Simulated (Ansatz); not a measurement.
Crystal: HPbNO4.

```
H Pb N O
1.0
     4.27531   -0.00040    0.00636
    -2.08399    5.20775   -0.04907
    -2.12377   -1.86574    4.91491
H Pb N O
1 1 1 4
Direct
  0.99073 0.03330 0.90994
  0.50274 0.81989 0.14287
  0.00838 0.47408 0.50265
  0.99816 0.92741 0.02877
  0.19467 0.73435 0.60852
  0.81673 0.35882 0.24556
  0.01381 0.33121 0.65217
```

The cell was built by a generator and needn't be a form met in nature.

* Program: Ansatz 0.2.0
* Task: single point
* Functional: PBE
* Potentials or basis: Ansatz PAW
* Cutoff: 420 eV (not typed: the program's choice for these potentials)
* k mesh: 8 × 6 × 6
* Occupations: fermi-dirac, width 0.05 eV
* Spin: no spin polarisation

On this cell: pressure 0.0 GPa; largest force 0.005 eV/Å; band gap on the k mesh 2.82 eV, indirect (least direct gap 3.16 eV).

The same run follows on a disturbed copy (atoms moved at random, drawn with an rms of 0.05 Å):

```xyz
7
Lattice="4.2753 -0.0004 0.0064 -2.0840 5.2077 -0.0491 -2.1238 -1.8657 4.9149" Properties=species:S:1:pos:R:3 pbc="T T T"
H     2.1747   -1.5632    4.5058
Pb    0.1175    3.9633    0.6872
N    -1.9727    1.5530    2.4492
O     2.2871    4.7446    0.0830
O    -2.0428    2.6346    2.9537
O     2.2361    1.4521    1.1918
O    -2.0702    0.4914    3.1756
```

**Question.** What does the disturbed cell give?

**Answer.** The energy moves by +35.2 meV/atom; pressure 2.5 GPa; largest force 4.071 eV/Å; band gap on the k mesh 2.92 eV, indirect (least direct gap 3.30 eV).

Forces in eV/Å, atoms in the order of the input:
```
H    0.030  1.407 -0.949
Pb   0.096  0.177 -0.007
N   -1.794 -3.491 -1.082
O   -0.191 -1.457  1.003
O    0.572  3.545  1.733
O    0.611 -0.394 -0.389
O    0.676  0.212 -0.310
```

Stress tensor (GPa, compression positive):
```
-0.82 -0.50 -0.25
-0.50  6.10  1.86
-0.25  1.86  2.30
```

Caveats: spin-orbit coupling is left out, which as a rule narrows the gap of such compounds by several tenths of an eV.

A k mesh can miss the band edges.
